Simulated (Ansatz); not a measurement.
# AlSn: equation of state

One table from this session's results is given with a row withheld; the runs are named, their logs left out.

Program: Ansatz 0.2.0. Level of theory: DFT PBEsol, scalar-relativistic. These are calculated values, not measurements.

## The starting structure

It takes space group P-6m2 (No. 187, hexagonal). The conventional cell has a = 4.198 Å, b = 4.198 Å, c = 3.307 Å, α = 90.00°, β = 90.00°, γ = 120.00°. Al (site symmetry -6m2) has 6 Sn at 2.93 Å and 2 Al at 3.31 Å as nearest neighbours. Sn (site symmetry -6m2) has 6 Al at 2.93 Å and 2 Sn at 3.31 Å as nearest neighbours.

Coordinates:

```xyz
2
Lattice="4.1981 0.0000 0.0000 -2.0991 3.6357 0.0000 0.0000 0.0000 3.3068" Properties=species:S:1:pos:R:3 pbc="T T T"
Al    0.0000    0.0000    0.0000
Sn    0.0000    2.4238    1.6534
```

Structure from a Materials Project entry, not relaxed further.

Atoms are numbered in the order of the input: Al1, Sn2.

Set-up of the first run:

The input, input.yaml:

```yaml
crystal:
  lattice:
    - [4.1413675035, 0.0, 0.0]
    - [-2.0706837517, 3.5865294644, 0.0]
    - [0.0, 0.0, 3.2621543998]
  atoms:
    - { symbol: Al, position: [0.0, 0.0, 0.0] }
    - { symbol: Sn, position: [0.3333333333, 0.6666666667, 0.5] }
kpoints:
  mp_grid: { grid: [11, 11, 12] }
scf:
  occupations: { method: fermi_dirac, width: 0.05 }
hamiltonian:
  xc: pbesol
  pseudopotentials: { kind: all_electron, lapw: { basis_error: 0.00025 } }
output:
  forces: true
  stress: true
  eigenvalues: true
```

Among the steps run: Volume × 0.96, LAPW; Volume × 0.96, PAW; Volume × 0.96, crystal datasets; Volume × 0.98, LAPW; Volume × 0.98, PAW; Volume × 1.02, LAPW; Volume × 1.02, PAW; Volume × 1.04, LAPW; Volume × 1.04, PAW; Volume × 1.04, crystal datasets.

One of the session's tables, all rows but one given; the rest of the session is left out.

It belongs to the step «Fits». 

| method | volume (Å³/atom) | pressure (GPa) |
| --- | --- | --- |
| LAPW | 24.227 | 0.04 |
| LAPW | 24.731 | -1.05 |
| LAPW | 25.236 | -2.02 |
| LAPW | 25.741 | -2.88 |
| LAPW | 26.245 | -3.64 |
| PAW | 24.227 | ? |
| PAW | 24.731 | -1.05 |
| PAW | 25.236 | -2.02 |
| PAW | 25.741 | -2.88 |
| PAW | 26.245 | -3.65 |
| crystal datasets | 24.227 | 0.04 |
| crystal datasets | 25.236 | -2.02 |
| crystal datasets | 26.245 | -3.64 |

Estimate the missing values for PAW, 24.227.

As computed: pressure (GPa): 0.03. In the column «pressure (GPa)» it lies between PAW, 24.731 (-1.05) and LAPW, 24.227 (0.04).

Caveats from the session: Shape and positions are held, so a fully relaxed modulus can be lower. Warnings in the runs' records: gradients without spin orbit, crystal datasets made.
